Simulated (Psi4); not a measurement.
# HfH4 (SMILES [H][Hf]([H])([H])[H]): PBE0/def2-TZVP (density fitting with def2-universal-jkfit, core potential, sweep point 3)

What is the vertical singlet–triplet gap of HfH4 at PBE0/def2-TZVP (density fitting with def2-universal-jkfit, core potential, sweep point 3)? 

The results are computed with Psi4 1.11.

2 further runs of the same task are left out: 2 set aside as unsound or not needed.

## Step 1: Starting point

HfH4 has 5 atoms, charge 0, and is taken as a singlet. As SMILES, `[H][Hf]([H])([H])[H]`. The shape comes from GFN2-xTB, which is rough for such elements, and wasn't checked as a minimum.

Bond lengths: Hf1–H2 1.864 Å, Hf1–H3 1.863 Å, Hf1–H4 1.864 Å, Hf1–H5 1.864 Å. Angles: H2–Hf1–H3 109.5°, H2–Hf1–H4 109.5°, H2–Hf1–H5 109.4°, H3–Hf1–H4 109.5°, H3–Hf1–H5 109.5°, H4–Hf1–H5 109.5°.

## Step 2: The energy at PBE0/def2-TZVP (density fitting with def2-universal-jkfit, core potential, sweep point 3)

File h4hf.inp:

```
memory 1600 MB

molecule {
  0 1
  Hf     0.000070     0.000180    -0.000140
  H      0.010430    -0.017760     1.863600
  H      1.753220     0.010280    -0.631130
  H     -0.886000     1.525370    -0.601880
  H     -0.877720    -1.518080    -0.630450
  symmetry c1
}

set reference rks
set puream true
set scf_type df
set dft_radial_points 99
set dft_spherical_points 590
set df_basis_scf def2-universal-jkfit

energy("pbe0/def2-TZVP")
```

Run with:

```sh
$ psi4 h4hf.inp h4hf.out -n 1
```

h4hf.out:

```text
[...]
    !!!  WARNING: ECP capability is in beta. Please check occupations closely.  !!!
[...]
  Running in c1 symmetry.
[...]
  Nuclear repulsion =   14.673090977386636
[...]
  Multiplicity = 1
[...]
  Nalpha       = 8
  Nbeta        = 8
[...]
    Number of basis functions: 64
[...]
   @DF-RKS iter   1:   -50.27522088371420   -5.21562e-01   2.87641e-03 ADIIS/DIIS
[...]
   @DF-RKS iter   7:   -50.30224939652980   -1.52983e-08   3.60120e-07 DIIS
[...]
    Orbital Energies [Eh]
    ---------------------
    Doubly Occupied:
       1A     -2.531057     2A     -1.359908     3A     -1.359900
       4A     -1.359895     5A     -0.360890     6A     -0.310257
       7A     -0.310216     8A     -0.310200
[...]
  @DF-RKS Final Energy:   -50.30224939652980
   => Energetics <=
    Nuclear Repulsion Energy =             14.6730909773866358
    One-Electron Energy =                -110.1945645294071170
    Two-Electron Energy =                  50.8203312569893910
    DFT Exchange-Correlation Energy =      -5.6011071014987044
    Empirical Dispersion Energy =           0.0000000000000000
    VV10 Nonlocal Energy =                  0.0000000000000000
    Total Energy =                        -50.3022493965297954
[...]
 Multipole Moments:
 ------------------------------------------------------------------------------------
     Multipole            Electronic (a.u.)      Nuclear  (a.u.)        Total (a.u.)
 ------------------------------------------------------------------------------------
 L = 1.  Multiply by 2.5417464519 to convert [e a0] to [Debye]
 Dipole X            :          0.0009999           -0.0006034            0.0003965
 Dipole Y            :          0.0020304           -0.0015689            0.0004615
 Dipole Z            :         -0.0018025            0.0012069           -0.0005956
 Magnitude           :                                                    0.0008514
[...]
```

Run time: 9.3 s. Hardware: 1 thread of Intel Xeon Platinum 8259CL at 2.50GHz (Skylake/Cascade Lake), shared host; peak memory 0.71 GiB.

## Step 3: The triplet

File calc.dat:

```
memory 1600 mb

molecule geom {
  0 3
  Hf     0.000070     0.000180    -0.000140
  H      0.010430    -0.017760     1.863600
  H      1.753220     0.010280    -0.631130
  H     -0.886000     1.525370    -0.601880
  H     -0.877720    -1.518080    -0.630450
  symmetry c1
}

set globals {
  basis def2-TZVP
  reference uks
  puream true
  scf_type df
  dft_radial_points 99
  dft_spherical_points 590
  df_basis_scf def2-universal-jkfit
  maxiter 150
}

energy("pbe0")
print_variables()
```

Run with:

```sh
$ psi4 calc.dat calc.out -n 1
```

calc.out:

```text
[...]
    !!!  WARNING: ECP capability is in beta. Please check occupations closely.  !!!
[...]
  Running in c1 symmetry.
[...]
  Nuclear repulsion =   14.673090977386636
[...]
  Multiplicity = 3
[...]
  Nalpha       = 9
  Nbeta        = 7
[...]
    Number of basis functions: 64
[...]
   @DF-UKS iter   1:   -50.10872895676615   -3.55070e-01   3.24891e-03 ADIIS/DIIS
[...]
   @DF-UKS iter  24:   -50.15483715870354   -3.40797e-08   6.76539e-07 DIIS
[...]
   @S^2 Observed:                2.008419983E+00
[...]
    Orbital Energies [Eh]
    ---------------------
    Alpha Occupied:
       1A     -2.493324     2A     -1.331360     3A     -1.331331
       4A     -1.330493     5A     -0.381513     6A     -0.330341
       7A     -0.330308     8A     -0.327842     9A     -0.162635
    Alpha Virtual:
      10A     -0.070588    11A     -0.044094    12A     -0.044058
      13A     -0.038481    14A      0.048745    15A      0.117591
      16A      0.136977    17A      0.137045    18A      0.142776
      19A      0.166628    20A      0.175913    21A      0.214737
      22A      0.214801    23A      0.220270    24A      0.335722
      25A      0.335819    26A      0.336544    27A      0.373755
[...]
  @DF-UKS Final Energy:   -50.15483715870354
   => Energetics <=
    Nuclear Repulsion Energy =             14.6730909773866358
    One-Electron Energy =                -110.3988207803539865
    Two-Electron Energy =                  51.1650963509138421
    DFT Exchange-Correlation Energy =      -5.5942037066500374
    Empirical Dispersion Energy =           0.0000000000000000
    VV10 Nonlocal Energy =                  0.0000000000000000
    Total Energy =                        -50.1548371587035433
[...]
 Multipole Moments:
 ------------------------------------------------------------------------------------
     Multipole            Electronic (a.u.)      Nuclear  (a.u.)        Total (a.u.)
 ------------------------------------------------------------------------------------
 L = 1.  Multiply by 2.5417464519 to convert [e a0] to [Debye]
 Dipole X            :         -0.0001002           -0.0006034           -0.0007036
 Dipole Y            :          0.0019551           -0.0015689            0.0003862
 Dipole Z            :         -0.0016725            0.0012069           -0.0004656
 Magnitude           :                                                    0.0009279
[...]
```

Run time: 28 s. Hardware: 1 thread of Intel Xeon Platinum 8259CL at 2.50GHz (Skylake/Cascade Lake), shared host; peak memory 0.71 GiB.

## Step 4: Results

At PBE0/def2-TZVP (density fitting with def2-universal-jkfit, core potential, sweep point 3):

```
                                        quantity         value
                           singlet: total energy  -50.30225 Eh
                          singlet: dipole moment        0.00 D
                            singlet: HOMO energy      -8.44 eV
                            singlet: LUMO energy      -2.10 eV
                          singlet: HOMO–LUMO gap       6.34 eV
                           triplet: total energy  -50.15484 Eh
                          triplet: dipole moment        0.00 D
     triplet: HOMO energy (highest over α and β)      -4.43 eV
                                   triplet: ⟨S²⟩         2.008
vertical energy of the triplet above the singlet      4.011 eV
```

In words: At this shape the triplet lies 4.01 eV (387 kJ/mol) above the singlet.
